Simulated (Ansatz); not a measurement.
# The selenium atom: up Jacob's ladder to CCSD(T)

The task here is to estimate one member of a computed series from the others.

Method: functionals in def2-TZVPP, the program's frozen cores in correlated methods; program: Ansatz 0.2.0, Gaussian basis.

Plan: LDA (SPW92), PBE, revPBE, BLYP, r2SCAN, B97M-V, PBE0, B3LYP, r2SCANh, r2SCAN0, HSE06, BHLYP, CAM-B3LYP, LC-ωPBE, ωB97X-V, ωB97M-V, B2PLYP, PBE-QIDH; CCSD(T)/def2-SVP; CCSD(T)/def2-TZVPP; CCSD(T)/def2-QZVPP; extrapolation to the limit; RPA on PBE.

### The atom

1 atom, charge 0, spin multiplicity 3.

The first run:

in.yaml reads:

```yaml
crystal:
  periodic: [false, false, false]
  atoms:
    - {symbol: Se, position_ang: [0.000000, 0.000000, 0.000000]}
basis:
  gaussian: {orbitals: def2-TZVPP}
magnetization: {spin_polarized: true, initial_magnetization: 2}
hamiltonian: {xc: lda}
output: {orbitals: {seedname: orbitals}}
```

Steps of the session up to this table: LDA; PBE (GGA); revPBE (GGA); BLYP (GGA); r2SCAN (meta-GGA); B97M-V (meta-GGA); PBE0 (hybrid); B3LYP (hybrid); r2SCANh (hybrid); r2SCAN0 (hybrid); HSE06 (hybrid); BHLYP (hybrid); CAM-B3LYP (range-separated); LC-ωPBE (range-separated); ωB97X-V (range-separated); ωB97M-V (range-separated); B2PLYP (double hybrid); PBE-QIDH (double hybrid).

One table of the session follows, with a row left open; its other results are not shown here.

It belongs to the step «Orbital energies across the functionals». Levels are read from the orbital files that the runs wrote (highest filled and lowest empty over both spins):

```
 functional  HOMO (eV)  LUMO (eV)  gap (eV)
LDA (SPW92)      -5.81      -5.86     -0.05
        PBE      -5.69      -5.38      0.31
     revPBE      -5.66      -5.24      0.42
       BLYP      -5.60      -5.49      0.11
     r2SCAN      -5.99      -4.96      1.04
     B97M-V      -5.99      -5.17      0.82
       PBE0      -6.87      -4.22      2.64
      B3LYP      -6.68      -4.74      1.94
    r2SCANh      -6.43      -4.54      1.89
    r2SCAN0      -7.07      -3.93      3.14
      HSE06      -6.46      -4.60      1.86
      BHLYP      -7.92      -3.27      4.66
  CAM-B3LYP      -8.24      -3.24      5.00
    LC-ωPBE          ?          ?         ?
    ωB97X-V      -9.28      -2.17      7.10
    ωB97M-V      -9.02      -2.15      6.87
```

Estimate the missing values for LC-ωPBE.

**Answer.** HOMO (eV): -9.65; LUMO (eV): -1.65; gap (eV): 8.00. In the column «HOMO (eV)» it is the lowest.

To keep in mind: A negative gap means that an empty level lies below a filled one: whole occupations of an open shell aren't an aufbau state there.
